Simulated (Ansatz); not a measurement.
# C4H3F3O2: a ladder of functionals and wavefunction methods

An exercise on one series of results from a longer session: the logs are not shown, and one member is left open.

Computed with Ansatz 0.2.0, Gaussian basis. Level: functionals in def2-TZVPP, the program's frozen cores in correlated methods.

Plan: LDA (SPW92), PBE-D4, revPBE-D4, BLYP-D4, r2SCAN-D4, B97M-V, PBE0-D4, B3LYP-D4, r2SCANh-D4, r2SCAN0-D4, HSE06-D4, BHLYP-D4, CAM-B3LYP-D4, LC-ωPBE, ωB97X-V, ωB97M-V, B2PLYP, PBE-QIDH; CCSD(T)/def2-SVP; CCSD(T)/def2-TZVPP; MP2/def2-QZVPP; extrapolation to the limit; RPA on PBE.

**The relaxed structure**

An earlier PBE0-D4 in a triple-zeta def2 set relaxation fixed the geometry.

SMILES `O=CCC(=O)C(F)(F)F`, 12 atoms, charge 0, spin multiplicity 1.

Atoms are counted from 1 here; the program's logs count them from 0.

Bond lengths: O1–C2 1.195 Å, C2–C3 1.514 Å, C2–H10 1.109 Å, C3–C4 1.504 Å, C3–H11 1.095 Å, C3–H12 1.094 Å, C4–O5 1.193 Å, C4–C6 1.547 Å, C6–F7 1.317 Å, C6–F8 1.343 Å, C6–F9 1.335 Å. Angles: O1–C2–C3 124.5°, O1–C2–H10 121.6°, C3–C2–H10 113.9°, C2–C3–C4 112.2°, C2–C3–H11 108.2°, C2–C3–H12 107.7°, C4–C3–H11 112.1°, C4–C3–H12 108.8°, H11–C3–H12 107.7°, C3–C4–O5 124.3°, C3–C4–C6 115.5°, O5–C4–C6 120.2°, C4–C6–F7 112.2°, C4–C6–F8 108.4°, C4–C6–F9 111.0°, F7–C6–F8 108.7°, F7–C6–F9 109.0°, F8–C6–F9 107.5°.

Set-up of the first run:

File in.yaml:

```yaml
crystal:
  periodic: [false, false, false]
  atoms:
    - {symbol: O, position_ang: [-0.247270, -1.567687, -1.611867]}
    - {symbol: C, position_ang: [0.623334, -1.530667, -0.794297]}
    - {symbol: C, position_ang: [0.978233, -0.309222, 0.027687]}
    - {symbol: C, position_ang: [0.064349, 0.851753, -0.254317]}
    - {symbol: O, position_ang: [0.263807, 1.676738, -1.092023]}
    - {symbol: C, position_ang: [-1.188926, 0.947178, 0.648425]}
    - {symbol: F, position_ang: [-2.068152, 1.812604, 0.188703]}
    - {symbol: F, position_ang: [-0.799749, 1.338676, 1.872560]}
    - {symbol: F, position_ang: [-1.777500, -0.244462, 0.775982]}
    - {symbol: H, position_ang: [1.258477, -2.414975, -0.581966]}
    - {symbol: H, position_ang: [0.968095, -0.593524, 1.084915]}
    - {symbol: H, position_ang: [2.002305, -0.021510, -0.229802]}
basis:
  gaussian: {orbitals: def2-TZVPP}
hamiltonian: {xc: lda}
output: {orbitals: {seedname: orbitals}}
```

On the command line:

```sh
$ ansatz run in.yaml --threads 2 --pin off --events-out ev --progress --plain --max-ram 32768MiB --backend cuda --devices 0, --max-vram 18GiB
```

Steps of the session up to this table: LDA; PBE-D4 (GGA); revPBE-D4 (GGA); BLYP-D4 (GGA); r2SCAN-D4 (meta-GGA); B97M-V (meta-GGA); PBE0-D4 (hybrid); B3LYP-D4 (hybrid); r2SCANh-D4 (hybrid); r2SCAN0-D4 (hybrid); HSE06-D4 (hybrid); BHLYP-D4 (hybrid); CAM-B3LYP-D4 (range-separated); LC-ωPBE (range-separated); ωB97X-V (range-separated); ωB97M-V (range-separated); B2PLYP (double hybrid); PBE-QIDH (double hybrid).

One table of the session follows, with a row left open; its other results are not shown here.

It belongs to the step «Frontier levels by functional». 

| functional | HOMO (eV) | LUMO (eV) | gap (eV) |
| --- | --- | --- | --- |
| LDA (SPW92) | -6.74 | -3.35 | 3.39 |
| PBE-D4 | -6.56 | -3.03 | 3.53 |
| revPBE-D4 | -6.49 | -2.91 | 3.58 |
| BLYP-D4 | -6.51 | -2.91 | 3.59 |
| r2SCAN-D4 | -6.90 | -2.85 | 4.04 |
| B97M-V | -7.05 | -2.71 | 4.35 |
| PBE0-D4 | -8.19 | -1.91 | 6.28 |
| B3LYP-D4 | -7.98 | -2.19 | 5.79 |
| r2SCANh-D4 | -7.51 | -2.44 | 5.07 |
| r2SCAN0-D4 | -8.43 | -1.82 | 6.62 |
| HSE06-D4 | ? | ? | ? |
| BHLYP-D4 | -9.82 | -0.67 | 9.15 |
| CAM-B3LYP-D4 | -9.69 | -0.70 | 8.99 |
| LC-ωPBE | -10.95 | 0.59 | 11.54 |
| ωB97X-V | -10.64 | 0.52 | 11.16 |
| ωB97M-V | -10.58 | 0.44 | 11.02 |

Estimate the missing values for HSE06-D4.

**Answer.** HOMO (eV): -7.78; LUMO (eV): -2.30; gap (eV): 5.49. In the column «HOMO (eV)» it lies between B3LYP-D4 (-7.98) and r2SCANh-D4 (-7.51).
